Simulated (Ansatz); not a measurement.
Write a Python script for the Python package of Ansatz (0.2.0) that makes a short molecular-dynamics run of C2H2AlF, SMILES FC#[C][AlH2]. Settings (for the species named): PBE, 6-31G* basis, multiplicity 1.

```
atom    x (Å)    y (Å)    z (Å)
   F   2.4598   1.7230   0.9690
   C   1.3877   1.0095   0.5512
   C   0.4361   0.3305   0.1718
  Al  -0.9426  -0.7609  -0.4080
   H  -1.1447  -1.1839  -1.9613
   H  -2.1542  -1.1823   0.6311
```

`md.py`
```python
import ansatz
import numpy as np


def main() -> None:
    geometry_ang = [
        ('F', [2.4598, 1.723, 0.969]),
        ('C', [1.3877, 1.0095, 0.5512]),
        ('C', [0.4361, 0.3305, 0.1718]),
        ('Al', [-0.9426, -0.7609, -0.408]),
        ('H', [-1.1447, -1.1839, -1.9613]),
        ('H', [-2.1542, -1.1823, 0.6311]),
    ]
    c2h2alf = ansatz.Crystal.molecule()
    for symbol, xyz in geometry_ang:
        c2h2alf = c2h2alf.atom(symbol, xyz)

    model = (
        c2h2alf.calculation()
        .basis(gaussian='6-31G*')
        .functional('PBE')
    )
    symbols = [site.symbol for site in c2h2alf.cartesian_sites]
    start = np.array([site.position_ang for site in c2h2alf.cartesian_sites], dtype=float)
    data = model.relax(force_tolerance=0.02).run(threads=1, pin='off').report
    end = np.array(data['positions_ang'])
    minimum = ansatz.Crystal.molecule()
    for symbol, place in zip(symbols, end):
        minimum = minimum.atom(symbol, place.tolist())

    model = (
        minimum.calculation()
        .basis(gaussian='6-31G*')
        .functional('PBE')
        .md('nve', timestep=0.25, steps=30, temperature=300, initial_velocities='maxwell_boltzmann', seed=16)
    )
    frames = []
    out = model.session().plan().execute(on_event=lambda e: frames.append(e['data']) if e['event'] == 'md_step' else None)
    print('t (fs)   E_pot (eV)      E_kin (eV)   T (K)   d(0-1) (A)')
    for f in frames[::2]:
        xyz = np.array(f['positions_ang'])
        print(f'{f["time_fs"]:6.2f} {f["lagrangian_ev"]:14.5f} {f["e_kin_ev"]:10.5f} {f["temperature_k"]:8.1f} {np.linalg.norm(xyz[0] - xyz[1]):9.4f}')
    kept = np.array([f['conserved_ev'] for f in frames])
    print(f'conserved energy moves by at most {1000 * np.ptp(kept):.3f} meV')
    symbols = [site.symbol for site in c2h2alf.cartesian_sites]
    with open('last_frame.xyz', 'w') as handle:
        handle.write(f'{len(symbols)}\nt = {frames[-1]["time_fs"]} fs\n')
        handle.writelines('{:2s} {:10.5f} {:10.5f} {:10.5f}\n'.format(s, *xyz) for s, xyz in zip(symbols, frames[-1]['positions_ang']))


if __name__ == '__main__':
    main()
```

`python md.py` gives:
```text
t (fs)   E_pot (eV)      E_kin (eV)   T (K)   d(0-1) (A)
  0.00   -11407.84778    0.15511    300.0    1.2871
  0.50   -11407.84581    0.15315    296.2    1.2905
  1.00   -11407.84024    0.14759    285.5    1.2938
  1.50   -11407.83180    0.13917    269.2    1.2970
  2.00   -11407.82142    0.12880    249.1    1.3001
  2.50   -11407.81011    0.11751    227.3    1.3030
  3.00   -11407.79889    0.10630    205.6    1.3056
  3.50   -11407.78864    0.09607    185.8    1.3079
  4.00   -11407.78013    0.08757    169.4    1.3100
  4.50   -11407.77391    0.08135    157.3    1.3117
  5.00   -11407.77029    0.07774    150.3    1.3131
  5.50   -11407.76939    0.07684    148.6    1.3141
  6.00   -11407.77107    0.07851    151.8    1.3148
  6.50   -11407.77497    0.08240    159.4    1.3152
  7.00   -11407.78053    0.08794    170.1    1.3152
  7.50   -11407.78701    0.09441    182.6    1.3150
conserved energy moves by at most 0.110 meV
```

`last_frame.xyz`, as written:
```text
6
t = 7.5 fs
F     2.40397    1.72356    0.96850
C     1.41502    0.96460    0.55007
C     0.45232    0.31761    0.11111
Al   -1.01461   -0.73998   -0.40288
H    -1.09190   -1.19733   -1.99115
H    -2.05030   -1.12855    0.75164
```

Reading the output:
- Total energies depend on the basis set; only differences at equal settings carry meaning.
- The trajectory is only some femtoseconds long, so its temperature is not equilibrated; where the script doesn't relax first, it starts from a rough generated geometry.
- The temperature counts the internal degrees of freedom alone.
- The whole script took 32 s on 1 thread of Intel(R) Xeon(R) 6975P-C (Granite Rapids) (shared host), peak memory 0.2 GiB.

(Lines on the test bed's own set-up are left out of the output.)
